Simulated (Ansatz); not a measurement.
# C2H7FOSi: vertical spin-state energies

Which spin state of C2H7FOSi lies lowest at this geometry? Wanted for C2H7FOSi: vertical spin-state energies. SMILES: O[SiH2]CCF.

Program: the Python package of Ansatz 0.2.0. Level of theory: r2SCAN/def2-SVPD. These are calculated values, not measurements.

### Step 1. The structure

Bond lengths: O1–Si2 1.593 Å, Si2–C3 1.847 Å, C3–C4 1.500 Å, C4–F5 1.394 Å, O1–H6 1.008 Å, Si2–H7 1.462 Å, Si2–H8 1.483 Å, C3–H9 1.140 Å, C3–H10 1.129 Å, C4–H11 1.136 Å, C4–H12 1.036 Å. Angles (14 of 19 angles, heavy atoms first): O1–Si2–C3 111.4°, Si2–C3–C4 118.7°, C3–C4–F5 107.3°, O1–Si2–H7 109.6°, O1–Si2–H8 109.1°, C3–Si2–H7 108.2°, C3–Si2–H8 108.9°, Si2–O1–H6 119.7°, Si2–C3–H9 107.6°, Si2–C3–H10 108.4°, C4–C3–H9 109.4°, C4–C3–H10 108.3°, C3–C4–H11 108.6°, C3–C4–H12 115.1°.

The script holds or builds the structure itself.

### Step 2. Script

The input, run_spin.py:

```python
"""Gap between spin states of C2H7FOSi at one geometry."""

import ansatz as az

BASIS = "def2-SVPD"
FUNCTIONAL = "r2scan"

GEOMETRY = """
O    -1.77350    0.92350    0.83250
Si   -0.75650   -0.26380    1.13740
C     0.81650   -0.06480    0.18990
C     0.76440   -0.09980   -1.30860
F    -0.07020    0.93830   -1.71980
H    -1.82030    1.31500   -0.09530
H    -1.36170   -1.53950    0.75660
H    -0.44430   -0.27670    2.58730
H     1.30220    0.90910    0.52910
H     1.54400   -0.85490    0.53740
H     0.19500   -1.02840   -1.63010
H     1.68140   -0.01330   -1.78260
"""

mol = az.Crystal.molecule()
for line in GEOMETRY.strip().splitlines():
    symbol, *xyz = line.split()
    mol = mol.atom(symbol, [float(v) for v in xyz])

model = (
    mol.calculation()
    .basis(gaussian=BASIS)
    .functional(FUNCTIONAL)
)
found = {}
for unpaired in [0, 2]:
    r = model.spin("collinear", total=unpaired).run(threads=1, pin="off").report
    s = unpaired / 2
    found[unpaired] = r["free_energy_ev"]
    print(f"2S+1 = {unpaired + 1}: E = {found[unpaired]:.5f} eV, <S^2> = {abs(r['mean_field']['state']['spin_squared']):.3f} (pure state {s * (s + 1):.2f})")
lowest = min(found, key=found.get)
for unpaired, e in found.items():
    print(f"multiplicity {unpaired + 1}: {23.060548 * (e - found[lowest]):.1f} kcal/mol above the lowest")
```

### Step 3. The input behind the calls

The engine receives this input (first run):

```yaml
crystal:
  periodic: [false, false, false]
  atoms:
    - { symbol: O, position_ang: [-1.7735, 0.9235, 0.8325] }
    - { symbol: Si, position_ang: [-0.7565, -0.2638, 1.1374] }
    - { symbol: C, position_ang: [0.8165, -0.0648, 0.1899] }
    - { symbol: C, position_ang: [0.7644, -0.0998, -1.3086] }
    - { symbol: F, position_ang: [-0.0702, 0.9383, -1.7198] }
    - { symbol: H, position_ang: [-1.8203, 1.315, -0.0953] }
    - { symbol: H, position_ang: [-1.3617, -1.5395, 0.7566] }
    - { symbol: H, position_ang: [-0.4443, -0.2767, 2.5873] }
    - { symbol: H, position_ang: [1.3022, 0.9091, 0.5291] }
    - { symbol: H, position_ang: [1.544, -0.8549, 0.5374] }
    - { symbol: H, position_ang: [0.195, -1.0284, -1.6301] }
    - { symbol: H, position_ang: [1.6814, -0.0133, -1.7826] }
basis:
  gaussian:
    orbitals: def2-SVPD
hamiltonian:
  xc: r2scan
magnetization:
  spin_polarized: true
  initial_magnetization: 0.0
```

### Step 4. Launch

Launch:

```bash
python run_spin.py
```

The program printed:

```text
2S+1 = 1: E = -14818.98381 eV, <S^2> = 0.000 (pure state 0.00)
2S+1 = 3: E = -14812.14439 eV, <S^2> = 2.008 (pure state 2.00)
multiplicity 1: 0.0 kcal/mol above the lowest
multiplicity 3: 157.7 kcal/mol above the lowest
```

Wall time 95 s (1 thread of Arm Neoverse V2, shared host); peak memory 0.45 GiB.

### Step 5. Inputs of later runs

The engine's inputs for the other runs:

Run 2, against run 1:

```diff
@@ -23 +23 @@
-  initial_magnetization: 0.0
+  initial_magnetization: 2.0
```

### Step 6. The engine's runs

One row for each of the 2 runs:

```
run  2S+1  energy from run 1 (eV)  <S²>  SCF cycles  CPU time (s)
  1     1                  0.0000  0.00          19            20
  2     3                  6.8394  2.01          86            74
```

### Step 7. Results

| quantity | value |
| --- | --- |
| runs compared | 2 |
| lowest | run 1 (2S+1 = 1) |
| next above it by | 6.839 eV |

In words: In order: multiplicity 1 (+0.00 eV) and multiplicity 3 (+6.84 eV), all at the one geometry. The geometry is a force-field or estimated start, not a minimum of this method, and the basis set is short of its limit. All parts are taken at fixed geometry, without zero-point energy.
